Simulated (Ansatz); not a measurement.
Working through a test of the smearing width of Ta, space group P4/mbm

Computed with Ansatz's Python interface.

Run as a notebook:

```python
import csv
import warnings

import ansatz as az
```

```python
warnings.simplefilter("ignore", az.DeckWarning)

system = (
    az.Lattice.from_parameters(22.709111, 22.709111, 2.37728, alpha=90, beta=90, gamma=90)
    .space_group(127, hermann_mauguin="P4/mbm")
    .atom("Ta", (0.318629, 0.818629, 0.0))
)
```

```python
calculation = system.calculation().functional("r2SCAN").kpoints(1, 1, 10).forces().stress()
```

```python
rows = []
for value in [0.5, 0.3, 0.2, 0.1]:
    data = calculation.occupations("methfessel_paxton", width=value).run(threads=1, backend="cpu").report
    rows.append((value, data["free_energy_ev"] / len(data["lattice"]["sites"]), data["n_iterations"], sum(data["stress_gpa"][i][i] for i in range(3)) / 3, max(abs(f) for row in data["forces_ev_ang"] for f in row), data["n_kpoints"]))
```

```python
with open("smear.csv", "w", newline="") as handle:
    writer = csv.writer(handle)
    writer.writerow(["width (eV)", "F/atom (eV)", "iterations", "P (GPa)", "max component (eV/A)", "k-points"])
    writer.writerows([round(v, 5) if isinstance(v, float) else v for v in row] for row in rows)
```

```python
# the last row is the reference
for row in rows[:-1]:
    shift = 1000 * (row[1] - rows[-1][1])
    print(f"{row[0]}: {shift:+.2f} meV/atom" + ("  (within 5 meV)" if abs(shift) < 5 else ""))
```

    0.5: -17.88 meV/atom
    0.3: -6.31 meV/atom
    0.2: -4.05 meV/atom  (within 5 meV)

`smear.csv`, as written:
```csv
width (eV),F/atom (eV),iterations,P (GPa),max component (eV/A),k-points
0.5,-9938.71837,8,0.07607,0.0,6
0.3,-9938.70679,9,0.04963,0.0,6
0.2,-9938.70454,9,0.04526,1e-05,6
0.1,-9938.70049,16,0.01563,0.0,6
```

Going from 0.1 to 0.5 eV changes F by -17.9 meV an atom. This scheme is built to cancel the term in the square of the width, but that needs a smooth density of states and a fine mesh, and here a sizeable shift remains. The pressure moves from 0.02 to 0.08 GPa.

Reading the output:
- The cell holds layers, chains or clusters in vacuum, no bulk phase; its stress is averaged over the vacuum too and scales with the cell's height.
- The mesh is modest for a metal, so energies can be off by several to tens of meV an atom and pressures by half a GPa or more; differences at equal mesh fare better.
- The free energy holds a sizeable smearing term, which stands for no physical temperature.
- Forces vanish by symmetry here and test nothing.
- The narrowest width needs the finest mesh, so the last row is no converged reference.
- Pressure is positive in compression.
- Spin-orbit coupling, which matters for elements this heavy, is left out.
- This isn't the structure that Ta takes at ambient conditions.
- Hardware and time: 11 min on 1 thread of Arm Neoverse V1 (shared host), peak memory 2.7 GiB.
